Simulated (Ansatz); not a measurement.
# Na2Br2: geometry at several levels

An exercise on one series of results from a longer session: the logs are not shown, and one member is left open.

Method: the levels named in each step, in Ansatz 0.2.0.

### The system as given

Bond lengths: Br1–Na3 2.674 Å, Br2–Na3 2.674 Å, Br1–Na4 2.674 Å, Br2–Na4 2.674 Å. Angles: Br1–Na3–Br2 93.9°, Na3–Br1–Na4 86.1°, Na3–Br2–Na4 86.1°, Br1–Na4–Br2 93.9°.

Structure file:

```xyz
4

Br   -0.2594   -1.3149   -1.4221
Br    0.2596    1.3147    1.4223
Na   -1.5278   -0.5784    0.8138
Na    1.5273    0.5790   -0.8143
```

The first run:

input.yaml reads:

```yaml
crystal:
  periodic: [false, false, false]
  atoms:
    - { symbol: Br, position_ang: [-0.25943, -1.31485, -1.42212] }
    - { symbol: Br, position_ang: [0.25958, 1.31467, 1.42226] }
    - { symbol: Na, position_ang: [-1.52779, -0.57836, 0.81385] }
    - { symbol: Na, position_ang: [1.5273, 0.57898, -0.81433] }
basis:
  gaussian: { orbitals: def2-SVP }
hamiltonian:
  xc: pbe
  dispersion: d4
relax:
  f_tol: 0.03
  max_steps: 200
```

Command:

```sh
$ ansatz run input.yaml --threads 2 --pin off --max-ram 5120MiB --backend cpu --events-out ev --progress --plain --runs-dir out
```

Steps of the session up to this table: A rough first relaxation, PBE-D4/def2-SVP; Relaxation, HF/STO-3G; Relaxation, HF/def2-SVP; Relaxation, LDA/def2-SVP; Relaxation, PBE-D4/def2-SVP; Relaxation, PBE0-D4/def2-TZVPP; Relaxation, MP2/def2-TZVPP.

One table of the session follows, with a row left open; its other results are not shown here.

It belongs to the step «Geometries side by side». 

```
             level  Br1–Na3 (Å)  Br1–Na4 (Å)  Br2–Na3 (Å)
         HF/STO-3G       2.4470       2.4470       2.4470
       HF/def2-SVP       2.7287       2.7287       2.7287
      LDA/def2-SVP       2.6432       2.6432       2.6432
   PBE-D4/def2-SVP       2.6962       2.6962       2.6962
PBE0-D4/def2-TZVPP       2.6874       2.6874       2.6874
    MP2/def2-TZVPP            ?            ?            ?
```

Estimate the missing values for MP2/def2-TZVPP.

As computed: Br1–Na3 (Å): 2.6927; Br1–Na4 (Å): 2.6927; Br2–Na3 (Å): 2.6927. In the column «Br1–Na3 (Å)» it lies between PBE0-D4/def2-TZVPP (2.6874) and PBE-D4/def2-SVP (2.6962).
